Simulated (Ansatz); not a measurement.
# H₅NSi₂Zn: how energies converge with the basis set

How large a basis does H₅NSi₂Zn need? Two functionals are run in growing sets.

Computed with Ansatz 0.2.0, Gaussian basis. Level: one geometry, several basis sets.

The runs, in order: PBE0-D4/def2-SVP; ωB97M-V/def2-SVP; PBE0-D4/def2-QZVPP; ωB97M-V/def2-QZVPP; the functionals' def2-TZVPP values are taken from earlier runs.

## (1) The relaxed structure

The geometry comes from an earlier relaxation with PBE0-D4 in a triple-zeta def2 set; it is a stationary point, not always the lowest conformer.

SMILES `[ZnH][SiH]1N[SiH2]1`, 9 atoms, charge 0, spin multiplicity 1.

Atoms are counted from 1 here; the program's logs count them from 0.

Bond lengths: Zn1–Si2 2.372 Å, Zn1–H5 1.557 Å, Si2–N3 1.753 Å, Si2–Si4 2.250 Å, Si2–H6 1.498 Å, N3–Si4 1.719 Å, N3–H7 1.004 Å, Si4–H8 1.488 Å, Si4–H9 1.488 Å. Angles: Si2–Zn1–H5 177.3°, Zn1–Si2–N3 117.6°, Zn1–Si2–Si4 123.7°, Zn1–Si2–H6 117.0°, N3–Si2–Si4 48.9°, N3–Si2–H6 114.1°, Si4–Si2–H6 116.8°, Si2–N3–Si4 80.8°, Si2–N3–H7 138.5°, Si4–N3–H7 140.5°, Si2–Si4–N3 50.3°, Si2–Si4–H8 124.9°, Si2–Si4–H9 123.8°, N3–Si4–H8 117.2°, N3–Si4–H9 117.4°, H8–Si4–H9 109.3°.

## (2) PBE0-D4 in def2-SVP

in.yaml

```yaml
crystal:
  periodic: [false, false, false]
  atoms:
    - {symbol: Zn, position_ang: [-0.089329, 2.273945, -1.287887]}
    - {symbol: Si, position_ang: [0.678948, 0.547781, 0.145967]}
    - {symbol: N, position_ang: [0.397192, -1.108882, -0.353418]}
    - {symbol: Si, position_ang: [-0.654209, -1.048259, 1.005040]}
    - {symbol: H, position_ang: [-0.660388, 3.378066, -2.224916]}
    - {symbol: H, position_ang: [1.995411, 0.765789, 0.825858]}
    - {symbol: H, position_ang: [0.742714, -1.757768, -1.037675]}
    - {symbol: H, position_ang: [-2.113778, -1.171299, 0.741212]}
    - {symbol: H, position_ang: [-0.296561, -1.879394, 2.185810]}
basis:
  gaussian: {orbitals: def2-SVP}
hamiltonian: {xc: pbe0, dispersion: d4}
output: {orbitals: {seedname: orbitals}}
```

The runs that follow: ωB97M-V in def2-SVP; PBE0-D4 in def2-QZVPP; ωB97M-V in def2-QZVPP.

Before running them: what should the planned runs give, taken together? Wanted: PBE0-D4: double and triple zeta above quadruple; ωB97M-V: double and triple zeta above quadruple.

As calculated:

| quantity | value |
| --- | --- |
| PBE0-D4: double and triple zeta above quadruple | 16.32, 1.80 eV |
| ωB97M-V: double and triple zeta above quadruple | 16.31, 1.73 eV |

PBE0-D4 gains 14.53 eV from double to triple zeta, then 1.80 eV more. These are total energies; as a rule much of such shifts cancels in differences, which this series doesn't test.
